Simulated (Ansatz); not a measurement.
# GaPd4S8: the cost of one run

Program: Ansatz 0.2.0. Level of theory: DFT, PBEsol, no spin polarisation, plane waves, PAW. These are calculated values, not measurements.

## Step 1: The cell

The structure is cubic, space group F-43m (No. 216). Conventional cell: a = 9.601 Å, b = 9.601 Å, c = 9.601 Å, α = 90.00°, β = 90.00°, γ = 90.00°. Pd (site symmetry 3m) is surrounded by 6 S at 2.28 to 2.51 Å. Ga (site symmetry -43m) has 4 S at 2.26 Å as nearest neighbours. Around S (site symmetry 3m) lie 3 Pd at 2.28 Å. S (site symmetry 3m) has 1 Ga at 2.26 Å and 3 Pd at 2.51 Å as nearest neighbours.

Its coordinates follow in the input file.

It starts from an earlier solution of the starting cell (checkpoint.read).

## Step 2: The relaxation

The input, input.yaml:

```yaml
crystal:
  lattice:
    - [0.0, 4.800404, 4.800404]
    - [4.800404, 0.0, 4.800404]
    - [4.800404, 4.800404, 0.0]
  atoms:
    - { symbol: Pd, position: [0.606, 0.606, 0.606] }
    - { symbol: Pd, position: [0.182, 0.606, 0.606] }
    - { symbol: Pd, position: [0.606, 0.606, 0.182] }
    - { symbol: Pd, position: [0.606, 0.182, 0.606] }
    - { symbol: Ga, position: [0.0, 0.0, 0.0] }
    - { symbol: S, position: [0.3707, 0.3707, 0.3707] }
    - { symbol: S, position: [0.8879, 0.3707, 0.3707] }
    - { symbol: S, position: [0.3707, 0.3707, 0.8879] }
    - { symbol: S, position: [0.3707, 0.8879, 0.3707] }
    - { symbol: S, position: [0.8642, 0.8642, 0.8642] }
    - { symbol: S, position: [0.4074, 0.8642, 0.8642] }
    - { symbol: S, position: [0.8642, 0.8642, 0.4074] }
    - { symbol: S, position: [0.8642, 0.4074, 0.8642] }
  symmetry: { tolerance: 0.0003 }
kpoints:
  mp_grid: { grid: [6, 6, 6], shift: [0, 0, 0] }
magnetization:
  spin_polarized: false
scf:
  occupations: { method: gaussian, width: 0.0112 }
  lower_state_search: "off"
hamiltonian:
  pseudopotentials: { kind: paw }
  xc: pbesol
basis:
  ecutwfc: 420
  fft_grid_basis: typed
relax:
  max_steps: 40
  f_tol: 0.03
output:
  forces: true
  stress: true
  eigenvalues: true
  bader: true
  populations: true
  elf: true
  write_potential: true
  volumetric_format: npy
  dos:
    e_range: [-12, 8]
    de: 0.05
    projected: { site_lists: { Ga: [Ga], Pd: [Pd], S: [S] } }
checkpoint:
  read: saved_state
```

Run with:

```bash
> ansatz run input.yaml --threads 2 --pin off --max-ram 3584MiB --backend cpu --events-out ev --progress --plain --runs-dir out
```

**Question.** How long does this run take on 2 threads of AMD EPYC 9R45 (Zen 5), shared host, and how much memory does it need?

About 58 s, with a peak of 0.73 GiB.
